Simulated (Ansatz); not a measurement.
**Cl2H2N2W: a ladder of functionals and wavefunction methods**

An exercise on one series of results from a longer session: the logs are not shown, and one member is left open.

The runs use Ansatz 0.2.0, Gaussian basis; functionals in def2-TZVPP, the program's frozen cores in correlated methods.

Plan: LDA (SPW92), PBE-D4, revPBE-D4, BLYP-D4, r2SCAN-D4, B97M-V, PBE0-D4, B3LYP-D4, r2SCANh-D4, r2SCAN0-D4, HSE06-D4, BHLYP-D4, CAM-B3LYP-D4, LC-ωPBE, ωB97X-V, ωB97M-V, B2PLYP, PBE-QIDH; CCSD(T)/def2-SVP; CCSD(T)/def2-TZVPP; MP2/def2-QZVPP; extrapolation to the limit; RPA on PBE.

## The geometry

The geometry comes from an earlier relaxation with PBE0-D4 in a triple-zeta def2 set; it is a stationary point, not always the lowest conformer. W takes the def2 core potential; no spin-orbit term is included.

SMILES `[NH]=[W](=[NH])([Cl])[Cl]`, 7 atoms, charge 0, spin multiplicity 1.

Atoms are counted from 1 here; the program's logs count them from 0.

Bond lengths: N1–W2 1.737 Å, N1–H6 1.009 Å, W2–N3 1.737 Å, W2–Cl4 2.277 Å, W2–Cl5 2.277 Å, N3–H7 1.009 Å. Angles: W2–N1–H6 155.0°, N1–W2–N3 110.1°, N1–W2–Cl4 107.8°, N1–W2–Cl5 107.8°, N3–W2–Cl4 107.8°, N3–W2–Cl5 107.8°, Cl4–W2–Cl5 115.6°, W2–N3–H7 155.0°.

Set-up of the first run:

in.yaml reads:

```yaml
crystal:
  periodic: [false, false, false]
  atoms:
    - {symbol: N, position_ang: [-0.887960, -1.163692, -0.413590]}
    - {symbol: W, position_ang: [0.460578, -0.117436, -0.088918]}
    - {symbol: N, position_ang: [-0.098432, 1.383785, 0.583782]}
    - {symbol: Cl, position_ang: [1.770703, -1.134407, 1.471678]}
    - {symbol: Cl, position_ang: [1.476533, 0.344725, -2.073947]}
    - {symbol: H, position_ang: [-1.864584, -1.415618, -0.437744]}
    - {symbol: H, position_ang: [-0.795538, 2.034543, 0.913039]}
basis:
  gaussian: {orbitals: def2-TZVPP}
hamiltonian: {xc: lda}
output: {orbitals: {seedname: orbitals}}
```

Launch:

```sh
ansatz run in.yaml --threads 4 --pin off --events-out ev --progress --plain --max-ram 10444MiB
```

Among the steps run: LDA; PBE-D4 (GGA); revPBE-D4 (GGA); BLYP-D4 (GGA); r2SCAN-D4 (meta-GGA); B97M-V (meta-GGA); PBE0-D4 (hybrid); B3LYP-D4 (hybrid); r2SCANh-D4 (hybrid); r2SCAN0-D4 (hybrid); HSE06-D4 (hybrid); BHLYP-D4 (hybrid); CAM-B3LYP-D4 (range-separated); LC-ωPBE (range-separated); ωB97X-V (range-separated); ωB97M-V (range-separated); B2PLYP (double hybrid); PBE-QIDH (double hybrid).

One table of the session follows, with a row left open; its other results are not shown here.

It belongs to the step «Frontier levels by functional». 

```
  functional  HOMO (eV)  LUMO (eV)  gap (eV)
 LDA (SPW92)      -7.07      -3.33      3.74
      PBE-D4      -6.89      -3.09      3.80
   revPBE-D4      -6.83      -2.99      3.83
     BLYP-D4      -6.74      -2.96      3.77
   r2SCAN-D4      -7.21      -3.02      4.18
      B97M-V      -7.26      -2.97      4.29
     PBE0-D4          ?          ?         ?
    B3LYP-D4      -7.98      -2.56      5.42
  r2SCANh-D4      -7.70      -2.74      4.96
  r2SCAN0-D4      -8.45      -2.31      6.13
    HSE06-D4      -7.83      -2.73      5.10
    BHLYP-D4      -9.44      -1.46      7.98
CAM-B3LYP-D4      -9.56      -1.32      8.23
     LC-ωPBE     -10.91      -0.24     10.67
     ωB97X-V     -10.55      -0.30     10.25
     ωB97M-V     -10.43      -0.33     10.10
```

**Question.** Estimate the row for PBE0-D4.

The run gave: HOMO (eV): -8.23; LUMO (eV): -2.36; gap (eV): 5.87. In the column «HOMO (eV)» it lies between r2SCAN0-D4 (-8.45) and B3LYP-D4 (-7.98).
